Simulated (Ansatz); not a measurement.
TaWC2:

```
W Ta C
1.0
     1.57186    0.90751    5.10162
    -1.57186    0.90751    5.10162
     0.00000   -1.81502    5.10162
W Ta C
1 1 2
Direct
  0.00000 0.00000 0.00000
  0.50000 0.50000 0.50000
  0.25093 0.25093 0.25093
  0.74907 0.74907 0.74907
```

The cell comes from a database or a generator and needn't be the stable form of this composition.

| Quantity | Value |
| --- | --- |
| Program | Ansatz 0.2.0 |
| Task | single point |
| Functional | PBEsol |
| Potentials or basis | all-electron LAPW, scalar-relativistic |
| Cutoff | 330 eV (chosen from the basis error) |
| Basis error allowed | 0.001 eV/atom |
| k mesh | 10 × 10 × 10 |
| Occupations | fermi-dirac, width 0.05 eV |
| Spin | no spin polarisation |

On this cell: pressure -10.9 GPa; largest force 0.076 eV/Å; band gap on the k mesh none (metal or under the smearing width).

The same run follows on a disturbed copy (atoms moved at random, drawn with an rms of 0.05 Å):

```
W Ta C
1.0
     1.57186    0.90751    5.10162
    -1.57186    0.90751    5.10162
     0.00000   -1.81502    5.10162
W Ta C
1 1 2
Direct
  0.99711 0.98771 0.01505
  0.51833 0.48940 0.48742
  0.25719 0.24463 0.24910
  0.73365 0.75090 0.75644
```

Question: What does the disturbed cell give?

Answer: The energy (extrapolated to zero smearing) moves by +6.7 meV/atom; pressure -10.3 GPa; largest force 0.757 eV/Å; band gap on the k mesh none (metal or under the smearing width).

Forces in eV/Å, atoms in the order of the input:
```
W   -0.290 -0.020 -0.133
Ta  -0.328 -0.121  0.056
C   -0.060 -0.153 -0.089
C    0.677  0.294  0.166
```

Stress tensor (GPa, compression positive):
```
-10.50   0.22   0.14
  0.22 -10.38  -0.15
  0.14  -0.15 -10.03
```
